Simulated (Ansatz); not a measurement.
# C7H14O3SiZr: small, medium and large basis sets

How large a basis does C7H14O3SiZr need? Two functionals are run in growing sets.

The runs use Ansatz 0.2.0, Gaussian basis; one geometry, several basis sets.

Levels to be run: PBE0-D4/def2-SVP; ωB97M-V/def2-SVP; PBE0-D4/def2-QZVPP; ωB97M-V/def2-QZVPP; the functionals' def2-TZVPP values are taken from earlier runs.

### Step 1. The geometry

An earlier PBE0-D4 in a triple-zeta def2 set relaxation fixed the geometry. Zr takes the def2 core potential; no spin-orbit term is included.

SMILES `C[O][Zr]1234([OH])([O]C)[C@@H]5[C@H]1[C@H]2[C@@]3([SiH3])[C@@H]54`, 26 atoms, charge 0, spin multiplicity 1.

Atoms are counted from 1 here; the program's logs count them from 0.

Bond lengths: C1–O2 1.383 Å, C1–H13 1.099 Å, C1–H14 1.096 Å, C1–H15 1.096 Å, O2–Zr3 1.931 Å, Zr3–O4 1.949 Å, Zr3–O5 1.933 Å, Zr3–C7 2.552 Å, Zr3–C8 2.560 Å, Zr3–C9 2.540 Å, Zr3–C10 2.523 Å, Zr3–C12 2.531 Å, O4–H16 0.953 Å, O5–C6 1.383 Å, C6–H17 1.096 Å, C6–H18 1.096 Å, C6–H19 1.099 Å, C7–C8 1.415 Å and more. Angles: O2–C1–H13 111.4°, O2–C1–H14 110.7°, O2–C1–H15 110.7°, H13–C1–H14 107.8°, H13–C1–H15 107.9°, H14–C1–H15 108.1°, C1–O2–Zr3 162.1°, O2–Zr3–O4 105.8°, O2–Zr3–O5 106.4°, O2–Zr3–C7 104.7°, O2–Zr3–C8 135.9°, O2–Zr3–C9 131.5°, O2–Zr3–C10 98.9°, O2–Zr3–C12 84.7°, O4–Zr3–O5 106.4°, O4–Zr3–C7 139.4°, O4–Zr3–C8 110.1°, O4–Zr3–C9 86.4° and more.

### Step 2. PBE0-D4 in def2-SVP

in.yaml

```yaml
crystal:
  periodic: [false, false, false]
  atoms:
    - {symbol: C, position_ang: [-1.886591, 0.139262, -2.573488]}
    - {symbol: O, position_ang: [-1.622445, 0.098177, -1.216964]}
    - {symbol: Zr, position_ang: [-0.697863, -0.047814, 0.471617]}
    - {symbol: O, position_ang: [-1.272525, -1.741176, 1.246754]}
    - {symbol: O, position_ang: [-1.412809, 1.343962, 1.606578]}
    - {symbol: C, position_ang: [-1.462932, 2.457632, 2.424823]}
    - {symbol: C, position_ang: [1.438552, 1.312249, 0.157999]}
    - {symbol: C, position_ang: [1.617727, 0.587451, 1.360089]}
    - {symbol: C, position_ang: [1.668780, -0.776919, 1.036850]}
    - {symbol: C, position_ang: [1.512785, -0.925015, -0.370231]}
    - {symbol: Si, position_ang: [1.524065, -2.518013, -1.318788]}
    - {symbol: C, position_ang: [1.385394, 0.388756, -0.898731]}
    - {symbol: H, position_ang: [-0.962681, 0.240106, -3.159224]}
    - {symbol: H, position_ang: [-2.391259, -0.778088, -2.898799]}
    - {symbol: H, position_ang: [-2.535183, 0.989139, -2.816572]}
    - {symbol: H, position_ang: [-1.073015, -2.642678, 1.481358]}
    - {symbol: H, position_ang: [-1.870209, 2.197515, 3.409031]}
    - {symbol: H, position_ang: [-2.103648, 3.232618, 1.987589]}
    - {symbol: H, position_ang: [-0.464392, 2.890748, 2.575804]}
    - {symbol: H, position_ang: [1.340411, 2.385189, 0.072640]}
    - {symbol: H, position_ang: [1.678260, 1.010269, 2.352717]}
    - {symbol: H, position_ang: [1.773598, -1.587546, 1.743763]}
    - {symbol: H, position_ang: [1.133910, -3.631053, -0.413352]}
    - {symbol: H, position_ang: [2.876988, -2.812106, -1.863834]}
    - {symbol: H, position_ang: [0.570671, -2.446913, -2.457086]}
    - {symbol: H, position_ang: [1.234411, 0.634230, -1.940545]}
basis:
  gaussian: {orbitals: def2-SVP}
hamiltonian: {xc: pbe0, dispersion: d4}
output: {orbitals: {seedname: orbitals}}
```

The run is started by

```sh
> ansatz run in.yaml --threads 11 --pin off --events-out ev --progress --plain --max-ram 110592MiB --backend cpu
```

Further steps of the session: ωB97M-V in def2-SVP; PBE0-D4 in def2-QZVPP; ωB97M-V in def2-QZVPP.

Q: Predict the results of all the runs planned. Wanted: PBE0-D4: double and triple zeta above quadruple; ωB97M-V: double and triple zeta above quadruple.

The runs gave:

| quantity | value |
| --- | --- |
| PBE0-D4: double and triple zeta above quadruple | 19.46, 1.10 eV |
| ωB97M-V: double and triple zeta above quadruple | 19.99, 1.03 eV |

What this shows: For PBE0-D4 the step from double to triple zeta gains 18.37 eV and the next only 1.10 eV. Total energies overstate the basis error of differences, where much of it tends to cancel. The LUMO of ωB97M-V is positive and keeps falling with the basis (1.63 to 0.74 eV): an unbound level that the basis holds in place.
